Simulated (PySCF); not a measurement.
# WN(OH)3: geometry, NMR shifts and electronic excitations

What NMR shifts and electronic excitations should WN(OH)3 (`[N]#[W]([OH])([OH])[OH]`) show?

Computed with PySCF 2.14.0, with density-fitted response routines of our own, on a single molecule in the gas phase. Atoms count from 0, in the outputs and in this text.

## Step 1: The starting structure

8 atoms, charge 0, multiplicity 1; geometry from: GFN2-xTB.

Bonds of the start (Å): W0–N1 1.74, W0–O2 1.92, W0–O4 1.92, W0–O6 1.92, O2–H3 0.97, O4–H5 0.97, O6–H7 0.97.

## Step 2: Geometry optimisation at PBE0-D3(BJ)/def2-SVP

What the job is given:

```
{"job": {"xc": "PBE0", "basis": "def2-SVP", "d3": "d3bj", "grid": 1, "maxiter": 40, "kind": "geom"}, "charge": 0, "multiplicity": 1}
W      0.012880     0.000910    -0.068440
N      0.026900     0.029830     1.668810
O      1.815340     0.427630    -0.556600
H      2.622580     0.632600    -0.056430
O     -1.285060     1.335330    -0.533770
H     -1.866510     1.915110    -0.014640
O     -0.536430    -1.788180    -0.490390
H     -0.789700    -2.553240     0.051460
```

The program printed:

```text
step   0  E = -348.92042526  max force = 0.086164
step   1  E = -348.92310069  max force = 0.099263
step   2  E = -348.93129858  max force = 0.018217
step   3  E = -348.93183508  max force = 0.002316
step   4  E = -348.93216961  max force = 0.004629
step   5  E = -348.93222358  max force = 0.002826
step   6  E = -348.93223381  max force = 0.000165
optimisation converged
```

It took 35 s on 1 thread, shared host.

Relaxation path:

```
step  energy from step 0 (eV)  largest force component (eV/Å)
   0                   0.0000                          4.4307
   1                  -0.0728                          5.1043
   2                  -0.2959                          0.9368
   3                  -0.3105                          0.1191
   4                  -0.3196                          0.2380
   5                  -0.3210                          0.1453
   6                  -0.3213                          0.0085
```

Close pairs (by a distance rule), those that changed most:

```
 bond  before (Å)  after (Å)  change (Å)
W0–N1       1.738      1.664      -0.074
W0–O4       1.919      1.894      -0.025
W0–O6       1.918      1.894      -0.025
W0–O2       1.916      1.894      -0.022
O2–H3       0.972      0.963      -0.008
O4–H5       0.971      0.963      -0.008
O6–H7       0.971      0.963      -0.008
```

The final coordinates are the input of the step that follows.

```
                         at the end point                value
  point group (found at 0.08 Å tolerance)                  C3v
rotational constants (GHz, main isotopes)  3.596, 3.591, 2.810
                        dipole moment (D)                 0.15
```

## Step 3: Nuclear shieldings: PBE0/def2-TZVP+pcSseg-1

What the job is given:

```
{"job": {"kind": "nmr", "xc": "PBE0", "basis": {"default": "pcSseg-1", "W": "def2-TZVP"}}, "charge": 0, "multiplicity": 1}
W     -0.001823    -0.001353    -0.074079
N      0.036166     0.028638     1.589161
O      1.767918     0.393963    -0.620084
H      2.483395     0.570697    -0.000104
O     -1.254798     1.330642    -0.566598
H     -1.734144     1.867617     0.073225
O     -0.550020    -1.756307    -0.528460
H     -0.746695    -2.433906     0.126940
```

Method: GIAO PBE0/pcSseg-1 W:def2-TZVP NMR shielding, scalar relativity only through core potentials, gas phase.

The program printed:

```text
coarse grid: 37016 points
cycle   1  E = -348.5701824153  dE = -1.989e+01  |g| = 1.749e+00  |ddm| = 8.189e+00
cycle   2  E = -344.8108445996  dE =  3.759e+00  |g| = 4.547e+00  |ddm| = 3.427e+00
cycle   3  E = -348.9760852682  dE = -4.165e+00  |g| = 9.029e-01  |ddm| = 2.891e+00
cycle   4  E = -349.0928150868  dE = -1.167e-01  |g| = 4.968e-01  |ddm| = 7.485e-01
cycle   5  E = -349.1395232189  dE = -4.671e-02  |g| = 1.511e-01  |ddm| = 3.553e-01
cycle   6  E = -349.1447469698  dE = -5.224e-03  |g| = 1.819e-02  |ddm| = 1.168e-01
cycle   7  E = -349.1448011917  dE = -5.422e-05  |g| = 6.860e-03  |ddm| = 7.749e-03
cycle   8  E = -349.1448109708  dE = -9.779e-06  |g| = 7.650e-04  |ddm| = 3.553e-03
final grid: 76328 points
cycle   9  E = -349.1448927837  dE =  1.148e-06  |g| = 2.509e-03  |ddm| = 1.746e-03
cycle  10  E = -349.1448781351  dE =  1.465e-05  |g| = 8.786e-03  |ddm| = 5.839e-03
cycle  11  E = -349.1448940548  dE = -1.592e-05  |g| = 3.940e-04  |ddm| = 4.595e-03
cycle  12  E = -349.1448940854  dE = -3.062e-08  |g| = 4.231e-05  |ddm| = 2.434e-04
cycle  13  E = -349.1448940857  dE = -3.056e-10  |g| = 4.931e-06  |ddm| = 2.815e-05
converged SCF energy = -349.1448940857

GIAO shielding tensors (ppm)
atom      isotropic    diamagn.    paramagn.     s11        s22        s33       span
  0 W          nan         nan         nan        nan        nan        nan        nan
  1 N     -554.592     326.812    -881.404   -919.638   -919.169    175.030   1094.668
  2 O      113.266     388.412    -275.146   -191.108    194.669    336.236    527.345
  3 H       22.900      30.316      -7.416     20.160     23.358     25.183      5.022
  4 O      113.215     388.423    -275.209   -190.951    194.720    335.875    526.827
  5 H       22.907      30.322      -7.415     20.158     23.375     25.188      5.030
  6 O      113.304     388.419    -275.115   -190.945    194.775    336.082    527.027
  7 H       22.907      30.322      -7.415     20.161     23.368     25.193      5.032
```

Wall time 7.9 s (1 thread, shared host).

The references, computed at this level on geometries of the same kind, shield at (ppm): ¹H TMS 31.27, ¹⁵N NH3 265.7, ¹⁷O H2O 334.6. Their shielding less the atom's gives the shift. The references are single molecules in the gas phase, so shifts against H2O, NH3, PH3, H3PO4 or CFCl3 are not on the usual liquid scales and can be off by tens of ppm. Atoms listed in one row are averaged.

```
     atoms                        environment  σ (ppm)  δ (ppm)
H3, H5, H7  hydrogen on an oxygen bonded to W    22.91     8.36
        N1               nitrogen bonded to W   -554.6    820.3
O2, O4, O6              oxygen bonded to W, H    113.3    221.3
```

Atoms past Kr carry core potentials, so their printed shieldings have no meaning and are left out of the table.

The run also stored atomic charges by several schemes (e):

```
     atoms  Mulliken  ESP fit
        W0      1.00     1.45
        N1     -0.29    -0.68
O2, O4, O6     -0.51    -0.66
```

Mayer bond orders: W0–N1 2.97, W0–O2 1.10, W0–O4 1.10, W0–O6 1.10.

With diffuse functions Mulliken charges and Mayer bond orders lose their meaning; the other schemes are steadier.

## Step 4: Excited states and response: CAM-B3LYP/def2-SVPD

Same as in step 3 but for these lines:

```diff
@@ -1,2 +1,2 @@
-{"job": {"kind": "nmr", "xc": "PBE0", "basis": {"default": "pcSseg-1", "W": "def2-TZVP"}}, "charge": 0, "multiplicity": 1}
+{"job": {"kind": "uv", "xc": "CAM-B3LYP", "basis": "def2-SVPD", "ip": true, "nstates": 10}, "charge": 0, "multiplicity": 1}
 W     -0.001823    -0.001353    -0.074079
```

Level: TDDFT CAM-B3LYP/def2-SVPD, vertical, gas phase, core orbitals frozen in the response.

The program printed:

```text
coarse grid: 37016 points
cycle   1  E = -348.7601283480  dE = -1.246e+01  |g| = 1.390e+00  |ddm| = 7.576e+00
cycle   2  E = -347.8988133848  dE =  8.613e-01  |g| = 2.520e+00  |ddm| = 3.073e+00
cycle   3  E = -349.0495125779  dE = -1.151e+00  |g| = 5.956e-01  |ddm| = 2.153e+00
cycle   4  E = -349.1169835211  dE = -6.747e-02  |g| = 1.776e-01  |ddm| = 5.362e-01
cycle   5  E = -349.1231773840  dE = -6.194e-03  |g| = 4.425e-02  |ddm| = 1.742e-01
cycle   6  E = -349.1236287696  dE = -4.514e-04  |g| = 3.963e-03  |ddm| = 4.858e-02
cycle   7  E = -349.1236325661  dE = -3.796e-06  |g| = 9.583e-04  |ddm| = 4.703e-03
final grid: 76328 points
cycle   8  E = -349.1236931531  dE = -3.447e-07  |g| = 5.516e-04  |ddm| = 2.333e-03
cycle   9  E = -349.1236931393  dE =  1.379e-08  |g| = 7.215e-04  |ddm| = 1.238e-03
cycle  10  E = -349.1236932161  dE = -7.688e-08  |g| = 3.815e-04  |ddm| = 7.491e-04
cycle  11  E = -349.1236932468  dE = -3.068e-08  |g| = 4.635e-05  |ddm| = 3.017e-04
cycle  12  E = -349.1236932480  dE = -1.156e-09  |g| = 4.757e-05  |ddm| = 1.308e-04
cycle  13  E = -349.1236932486  dE = -6.157e-10  |g| = 6.777e-06  |ddm| = 7.374e-05
converged SCF energy = -349.1236932486

Static polarisability (au): isotropic 56.032, principal 55.856 55.883 56.358

Singlet excitations
state   eV       nm        f      main configurations
  1   5.4247    228.6   0.00000   H-1->L+1 0.39, H-2->L 0.38, H-1->L 0.09
  2   5.5676    222.7   0.00015   H->L 0.95
  3   5.5681    222.7   0.00015   H->L+1 0.95
  4   5.7322    216.3   0.00186   H-1->L+1 0.31, H-2->L 0.31, H-1->L 0.17
  5   5.7328    216.3   0.00187   H-1->L 0.32, H-2->L+1 0.31, H-2->L 0.17
  6   5.9745    207.5   0.01442   H-2->L+1 0.32, H-1->L 0.31
  7   6.7322    184.2   0.00000   H-2->L+3 0.30, H-1->L+4 0.29, H-2->L+7 0.10
  8   6.8397    181.3   0.00601   H->L+3 0.64, H->L+7 0.15, H->L+6 0.14
  9   6.8436    181.2   0.00603   H->L+4 0.64, H->L+6 0.16, H->L+7 0.14
 10   6.9793    177.6   0.00155   H->L+2 0.82

Triplet excitations (Tamm-Dancoff, eV): 4.7304 5.0122 5.0124 5.0978
Vertical ionisation energy (delta-SCF) = 10.5902 eV
```

It took 69 s on 1 thread, shared host.

Frontier orbitals and where they lie:

```
orbital      eV                      atoms
 HOMO−3  -11.26  O6 30 %, O2 30 %, O4 30 %
 HOMO−2  -10.09   N1 51 %, W0 32 %, O2 8 %
 HOMO−1  -10.09   N1 51 %, W0 32 %, O4 9 %
   HOMO   -9.86   N1 65 %, W0 21 %, O4 4 %
   LUMO    0.01   W0 60 %, O2 13 %, N1 9 %
 LUMO+1    0.01  W0 60 %, O6 12 %, O4 10 %
 LUMO+2    0.17  W0 53 %, O2 10 %, O6 10 %
```

With each of the 10 states as a Gaussian band of 0.4 eV half-width at 1/e, the curve within the window shown has maxima at 209 nm (ε 700), 181 nm (ε 550) L/(mol cm). Beyond the last state computed it falls off for lack of states. The curve at chosen wavelengths:

nm, ε (L/mol/cm) and a bar:
```
      170        183 ########
      173        318 ##############
      177        487 #####################
      180        546 #######################
      184        508 ######################
      187        430 ##################
      191        351 ###############
      194        355 ###############
      198        448 ###################
      201        550 #######################
      204        642 ###########################
      208        702 ##############################
      211        686 #############################
      215        596 #########################
      218        498 #####################
      222        359 ###############
      225        265 ###########
      228        188 ########
      232        111 #####
      235         72 ###
      239         39 ##
      242         23 #
      246         11 
      249          7 
      253          3 
      256          2
```

Ground-state properties from the same run:

```
           property  computed
  dipole moment (D)      0.05
polarisability (Å³)      8.30
 HOMO–LUMO gap (eV)      9.87
      −ε(HOMO) (eV)      9.86
```

## Step 5: Shielding tensors: KT2/def2-TZVP+pcSseg-1

Same as in step 4 but for these lines:

```diff
@@ -1,2 +1,2 @@
-{"job": {"kind": "uv", "xc": "CAM-B3LYP", "basis": "def2-SVPD", "ip": true, "nstates": 10}, "charge": 0, "multiplicity": 1}
+{"job": {"kind": "nmr", "xc": "KT2", "basis": {"default": "pcSseg-1", "W": "def2-TZVP"}, "pop": false}, "charge": 0, "multiplicity": 1}
 W     -0.001823    -0.001353    -0.074079
```

With the program's defaults for keys left out, this is: GIAO KT2/pcSseg-1 W:def2-TZVP NMR shielding, scalar relativity only through core potentials, gas phase.

The program printed:

```text
coarse grid: 37016 points
cycle   1  E = -353.1608531223  dE = -1.930e+01  |g| = 1.999e+00  |ddm| = 8.149e+00
cycle   2  E = -346.3456674783  dE =  6.815e+00  |g| = 5.651e+00  |ddm| = 4.654e+00
cycle   3  E = -353.5241874181  dE = -7.179e+00  |g| = 1.286e+00  |ddm| = 4.239e+00
cycle   4  E = -353.5959854074  dE = -7.180e-02  |g| = 1.178e+00  |ddm| = 1.367e+00
cycle   5  E = -353.8546109703  dE = -2.586e-01  |g| = 4.350e-01  |ddm| = 8.635e-01
cycle   6  E = -353.8974531853  dE = -4.284e-02  |g| = 1.209e-01  |ddm| = 3.470e-01
cycle   7  E = -353.8999963068  dE = -2.543e-03  |g| = 4.368e-02  |ddm| = 3.909e-02
cycle   8  E = -353.9003976841  dE = -4.014e-04  |g| = 8.949e-03  |ddm| = 2.087e-02
cycle   9  E = -353.9004129516  dE = -1.527e-05  |g| = 2.077e-03  |ddm| = 5.297e-03
cycle  10  E = -353.9004136101  dE = -6.585e-07  |g| = 1.028e-03  |ddm| = 1.633e-03
final grid: 76328 points
cycle  11  E = -353.9004815063  dE =  1.594e-06  |g| = 3.077e-03  |ddm| = 2.446e-03
cycle  12  E = -353.9004625478  dE =  1.896e-05  |g| = 1.008e-02  |ddm| = 7.169e-03
cycle  13  E = -353.9004820469  dE = -1.950e-05  |g| = 2.571e-03  |ddm| = 5.971e-03
cycle  14  E = -353.9004834292  dE = -1.382e-06  |g| = 9.875e-05  |ddm| = 1.376e-03
cycle  15  E = -353.9004834309  dE = -1.710e-09  |g| = 3.218e-05  |ddm| = 7.083e-05
cycle  16  E = -353.9004834311  dE = -1.584e-10  |g| = 1.268e-05  |ddm| = 2.246e-05
converged SCF energy = -353.9004834311

GIAO shielding tensors (ppm)
atom      isotropic    diamagn.    paramagn.     s11        s22        s33       span
  0 W          nan         nan         nan        nan        nan        nan        nan
  1 N     -441.400     328.042    -769.442   -752.059   -751.756    179.614    931.673
  2 O      102.729     388.098    -285.370   -191.035    177.788    321.433    512.468
  3 H       22.785      30.279      -7.494     19.991     23.452     24.912      4.920
  4 O      102.644     388.109    -285.465   -190.978    177.823    321.086    512.064
  5 H       22.792      30.285      -7.493     19.987     23.472     24.916      4.929
  6 O      102.750     388.104    -285.354   -190.921    177.880    321.290    512.211
  7 H       22.791      30.285      -7.493     19.991     23.463     24.920      4.929
```

Run time: 12 s. Hardware: 1 thread, shared host.

In short: δ N1 705.7, O2 227.9, H3 8.39 ppm (means over like atoms).

## Step 6: Comparing the runs: NMR shifts

Shifts (ppm), means over like atoms, with basis size and wall time:

```
                    run    H3     N1     O2  functions   time
PBE0/def2-TZVP+pcSseg-1  8.36  820.3  221.3        123  7.9 s
 KT2/def2-TZVP+pcSseg-1  8.39  705.7  227.9        123   12 s
```

## Step 7: What came out

| quantity | value |
| --- | --- |
| point group | C3v |
| rotational constants (main isotopes) | 3.60, 3.59, 2.81 GHz |
| ¹H shifts against TMS (PBE0/def2-TZVP+pcSseg-1, means over atoms taken as alike) | 8.36 ppm |
| ¹⁵N shifts against NH3 (PBE0/def2-TZVP+pcSseg-1) | 820.3 ppm |
| ¹⁷O shifts against H2O (PBE0/def2-TZVP+pcSseg-1, means over atoms taken as alike) | 221.3 ppm |
| lowest singlet (CAM-B3LYP/def2-SVPD) | 5.42 eV (229 nm), f = 0.000 |
| brightest single state of those computed | state 6, 5.97 eV, f = 0.014 |
| lowest triplet | 4.73 eV |
| vertical ionisation energy (ΔSCF) | 10.59 eV |
| range of the shift of N1 | 705.7 to 820.3 ppm |

What this shows: Relaxing lowered the energy by 0.321 eV in 6 steps; the close pair that moved most is W0–N1, from 1.738 to 1.664 Å. No frequency check was run at this level, so the end point may be a saddle. At PBE0/def2-TZVP+pcSseg-1: Shielding is most anisotropic at N1 (span 1095 ppm, paramagnetic term -881 ppm). The first singlet state (HOMO−1→LUMO+1 0.39, HOMO−2→LUMO 0.38) lies at 5.42 eV and is dark; of the 10 states computed, the strongest absorption comes from state 6 at 5.97 eV. The lowest triplet lies 0.69 eV below the lowest singlet (triplets in Tamm-Dancoff, singlets in full TDDFT). Spin-orbit coupling, left out, mixes singlets and triplets in elements this heavy. ΔSCF puts the ionisation energy at 10.59 eV, 0.73 eV above −ε(HOMO). Across the 2 runs the shift of N1 moves most, between 705.7 (KT2/def2-TZVP+pcSseg-1) and 820.3 ppm (PBE0/def2-TZVP+pcSseg-1). Spin-orbit coupling is left out, which matters for shieldings and couplings at and beside the heavy atoms.
